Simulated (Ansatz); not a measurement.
# C₂H₅BSe: small, medium and large basis sets

The task here is to estimate one member of a computed series from the others.

The runs use Ansatz 0.2.0, Gaussian basis; one geometry, several basis sets.

Levels to be run: PBE0-D4/def2-SVP; ωB97M-V/def2-SVP; PBE0-D4/def2-QZVPP; ωB97M-V/def2-QZVPP; the functionals' def2-TZVPP values are taken from earlier runs.

**The geometry**

An earlier PBE0-D4 in a triple-zeta def2 set relaxation fixed the geometry.

9 atoms, charge 0, spin multiplicity 1.

Atoms are counted from 1 here; the program's logs count them from 0.

Bond lengths: B1–Se2 1.889 Å, B1–H5 1.192 Å, B1–H6 1.191 Å, Se2–C3 1.901 Å, C3–C4 1.323 Å, C3–H7 1.085 Å, C4–H8 1.084 Å, C4–H9 1.084 Å. Angles: Se2–B1–H5 120.1°, Se2–B1–H6 116.4°, H5–B1–H6 123.5°, B1–Se2–C3 101.5°, Se2–C3–C4 122.8°, Se2–C3–H7 114.5°, C4–C3–H7 122.7°, C3–C4–H8 120.5°, C3–C4–H9 122.4°, H8–C4–H9 117.2°.

The first run:

The input, in.yaml:

```yaml
crystal:
  periodic: [false, false, false]
  atoms:
    - {symbol: B, position_ang: [0.188942, 2.068726, -0.728498]}
    - {symbol: Se, position_ang: [-0.125046, 0.288504, -1.276447]}
    - {symbol: C, position_ang: [-0.021116, -0.640185, 0.378599]}
    - {symbol: C, position_ang: [-0.187624, -1.949275, 0.477804]}
    - {symbol: H, position_ang: [0.381059, 2.314551, 0.421873]}
    - {symbol: H, position_ang: [0.181020, 2.895758, -1.584868]}
    - {symbol: H, position_ang: [0.186063, -0.009023, 1.235891]}
    - {symbol: H, position_ang: [-0.120160, -2.440599, 1.442015]}
    - {symbol: H, position_ang: [-0.394739, -2.574856, -0.383470]}
basis:
  gaussian: {orbitals: def2-SVP}
hamiltonian: {xc: pbe0, dispersion: d4}
output: {orbitals: {seedname: orbitals}}
```

On the command line:

```console
ansatz run in.yaml --threads 2 --pin off --events-out ev --progress --plain --max-ram 4352MiB
```

Among the steps run: PBE0-D4 in def2-SVP; ωB97M-V in def2-SVP; PBE0-D4 in def2-QZVPP; ωB97M-V in def2-QZVPP.

One table of the session follows, with a row left open; its other results are not shown here.

It belongs to the step «Density functionals: the series». 

| functional | basis | HOMO (eV) |
| --- | --- | --- |
| PBE0-D4 | def2-SVP | ? |
| PBE0-D4 | def2-TZVPP | -7.08 |
| PBE0-D4 | def2-QZVPP | -7.09 |
| ωB97M-V | def2-SVP | -9.07 |
| ωB97M-V | def2-TZVPP | -9.13 |
| ωB97M-V | def2-QZVPP | -9.13 |

Estimate the missing values for PBE0-D4, def2-SVP.

As computed: HOMO (eV): -7.04. In the column «HOMO (eV)» it is the highest.
